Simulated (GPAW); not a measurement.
NiMoIrPdW, 5 atoms in the cell. The structure is trigonal, space group P3m1 (No. 156). Conventional cell: a = 2.761 Å, b = 2.761 Å, c = 11.341 Å, α = 90.00°, β = 90.00°, γ = 120.00°. Ni (site symmetry 3m) is surrounded by 3 W at 2.59 Å and 3 Pd at 2.68 Å and 6 Ni at 2.76 Å. Mo (site symmetry 3m) has 3 Ir at 2.66 Å and 1 W at 2.66 Å and 6 Mo at 2.76 Å as nearest neighbours. Around Pd (site symmetry 3m) lie 3 Ni at 2.68 Å and 6 Pd at 2.76 Å and 3 Ir at 2.84 Å. Around Ir (site symmetry 3m) lie 3 Mo at 2.66 Å and 6 Ir at 2.76 Å and 3 Pd at 2.84 Å. Around W (site symmetry 3m) lie 3 Ni at 2.59 Å and 1 Mo at 2.66 Å and 6 W at 2.76 Å. The cell was built by a generator and needn't be a form met in nature.

* Program: GPAW 26.7.0
* Task: band structure
* Functional: BLYP
* Potentials or basis: PAW data sets generated in the run's folder for this functional
* Cutoff: 600 eV
* Basis: pw
* k mesh: 8 × 8 × 2
* Occupations: fermi-dirac, width 0.05 eV
* Spin: collinear spin, ferromagnetic start
* Starting moments: [1.0, 1.0, 0.0, 0.6, 0.0] μB
* Ranks: 8
* Eigensolver: davidson
* Maxiter: 150
* Band path: GMKGALHA,LM,KH
* Band points: 80

Potentials or basis: PAW data sets generated in the run's folder for this functional, pw.

The run is started by

```sh
$ gpaw-setup -f BLYP Ir Mo Ni Pd W
$ OMP_NUM_THREADS=1 mpirun -n 8 gpaw python run.py
```

Hardware: 8 MPI ranks on Intel(R) Xeon(R) 6975P-C (Granite Rapids) (shared host).

Problem. How long does it take, and how much memory?

Solution. Wall time 65 s on 8 MPI ranks on Intel(R) Xeon(R) 6975P-C (Granite Rapids), with other jobs on the host, peak memory 0.39 GiB a rank. Counts: scf iterations 38, plane waves 2543, bands 64, k points 20.
